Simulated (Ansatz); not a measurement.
# AlGaN: the cost of one run

Computed with Ansatz 0.2.0 (DFT PBE, scalar-relativistic, plane waves, PAW, unless a step's input says otherwise).

## 1. The system as given

The structure is hexagonal, space group P6_3/mmc (No. 194). Conventional cell: a = 4.144 Å, b = 4.144 Å, c = 5.273 Å, α = 90.00°, β = 90.00°, γ = 120.00°. Al (site symmetry -3m) has 2 Al at 2.64 Å and 6 Ga at 2.73 Å and 6 N at 2.73 Å in its first shell of neighbours. Around Ga (site symmetry -6m2) lie 5 N at 2.39 to 2.64 Å and 6 Al at 2.73 Å. N (site symmetry -6m2) is surrounded by 5 Ga at 2.39 to 2.64 Å and 6 Al at 2.73 Å.

Coordinates:

```cif
data_structure
_symmetry_space_group_name_H-M 'P6_3/mmc'
_symmetry_Int_Tables_number 194
_cell_length_a 4.1443
_cell_length_b 4.1443
_cell_length_c 5.2734
_cell_angle_alpha 90.000
_cell_angle_beta 90.000
_cell_angle_gamma 120.000
_cell_volume 78.44
loop_
_atom_site_label
_atom_site_type_symbol
_atom_site_symmetry_multiplicity
_atom_site_Wyckoff_symbol
_atom_site_fract_x
_atom_site_fract_y
_atom_site_fract_z
_atom_site_occupancy
Al1 Al 2 a 0.00000 0.00000 0.50000 1
Ga1 Ga 2 d 0.33333 0.66667 0.75000 1
N1 N 2 c 0.33333 0.66667 0.25000 1
```

Recipe of the guess: species swapped into a database cell of CoNiGe (P6_3/mmc, No. 194), with Al on the Co sites, Ga on the Ni sites and N on the Ge sites. The dimensions are guesses.

## 2. A first look at the guess

input.yaml

```yaml
crystal:
  lattice:
    - [4.14429216, 0.0, 0.0]
    - [-2.07214608, 3.58906229, 0.0]
    - [0.0, 0.0, 5.27343164]
  atoms:
    - { symbol: Al, position: [0.0, 0.0, 0.5] }
    - { symbol: Al, position: [0.0, 0.0, 0.0] }
    - { symbol: Ga, position: [0.33333333, 0.66666667, 0.75] }
    - { symbol: Ga, position: [0.66666667, 0.33333333, 0.25] }
    - { symbol: "N", position: [0.33333333, 0.66666667, 0.25] }
    - { symbol: "N", position: [0.66666667, 0.33333333, 0.75] }
basis:
  ecutwfc: 420
kpoints:
  mp_grid: { grid: [6, 6, 4] }
hamiltonian:
  xc: pbe
scf:
  occupations: { method: gaussian, width: 0.1 }
  lower_state_search: "off"
output:
  forces: true
  stress: true
  eigenvalues: true
```

Run with:

```
$ ansatz run input.yaml --threads 1 --pin off --max-ram 2560MiB --backend cpu --events-out ev --progress --plain --runs-dir out
```

What time and memory should one allow on 1 thread of Intel Xeon at 2.50GHz (Skylake/Cascade Lake), shared host?

About 4.7 s, with a peak of 0.37 GiB.
